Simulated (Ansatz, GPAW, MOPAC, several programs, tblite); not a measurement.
**What each method gives for RuBrI (Janus 2H monolayer)**

A free-standing Janus 2H monolayer of RuBrI, relaxed with r2SCAN in Ansatz, was computed with several methods. The sheet's in-plane cell has a = 3.739 Å, b = 3.739 Å (γ = 120.0°), and its outermost atoms lie 3.24 Å apart along the normal. Ru has 3 I at 2.54 Å and 3 Br at 2.87 Å; Br has 3 Ru at 2.87 Å; I has 3 Ru at 2.54 Å. The cell comes from a prototype generator: it can be a known phase or a hypothetical one. Spin polarisation is off.

```
CELL_PARAMETERS angstrom
3.73899 0.00000 0.00000
-1.86949 3.23806 0.00000
0.00000 0.00000 30.96499
ATOMIC_POSITIONS crystal
Ru 0.33333 0.66667 0.28469
Br 0.66667 0.33333 0.34587
I 0.66667 0.33333 0.24139
```
Two periodic directions, a and b.

Gaps and times are for a single point on this cell. Times are rough, from shared hosts (Arm Neoverse V2), and each method has its own mesh and cell size. PM6 (MOPAC): levels, charges or heat of formation failed a check of plausibility, so no values are given. PM6 (MOPAC), PM7 (MOPAC), GFN1-xTB (tblite), GFN2-xTB (tblite) treat a cluster of cells at its zone centre, which samples few k points: where these miss a band edge, the gap comes out too large for that reason alone. Gaps from k meshes are read at a limited set of points (mesh, symmetry points, PBE's band edges), so each method's own least gap may be somewhat smaller. xTB and the PM methods were fitted mostly to molecules, and can miss a solid's gap by electronvolts. Minimal bases can be far off for gaps. GLLB-SC's gap includes the derivative discontinuity. d marks a direct gap, i an indirect one (no mark: not told apart), a dash a value that wasn't computed or didn't pass its checks.

| method | kind | gap (eV) | atoms computed | processor time |
| --- | --- | --- | --- | --- |
| GFN1-xTB (tblite) | tight binding | 0.59 | 27 | 1 s |
| GFN2-xTB (tblite) | tight binding | 0.46 | 27 | 1.1 s |
| light PBE (260 eV and a coarse mesh) | light plane-wave | 0.57 i | 3 | 5.8 s |
| PBE/single zeta (GPAW) | small basis | 0.59 i | 3 | 11 s |
| PM6 (MOPAC) | semi-empirical | – | 27 | 12 s |
| PM7 (MOPAC) | semi-empirical | 3.72 | 27 | 15 s |
| PBE | semilocal | 0.57 i | 3 | 23 s |
| r2SCAN | semilocal | 0.81 i | 3 | 53 s |
| GLLB-SC (GPAW) | model potential | 1.33 | 3 | 2.1 min |

Against r2SCAN (0.81 eV) and with closed or daggered gaps left aside, the nearest gap at the points sampled is that of GFN1-xTB (tblite) (-0.22 eV) and the farthest that of PM7 (MOPAC) (+2.91 eV). r2SCAN is only a yardstick of convenience: semilocal gaps usually lie below measured ones, which GLLB-SC and hybrids aim to mend.

Spin-orbit coupling is left out, which matters wherever the heavy atoms make up the band edges.
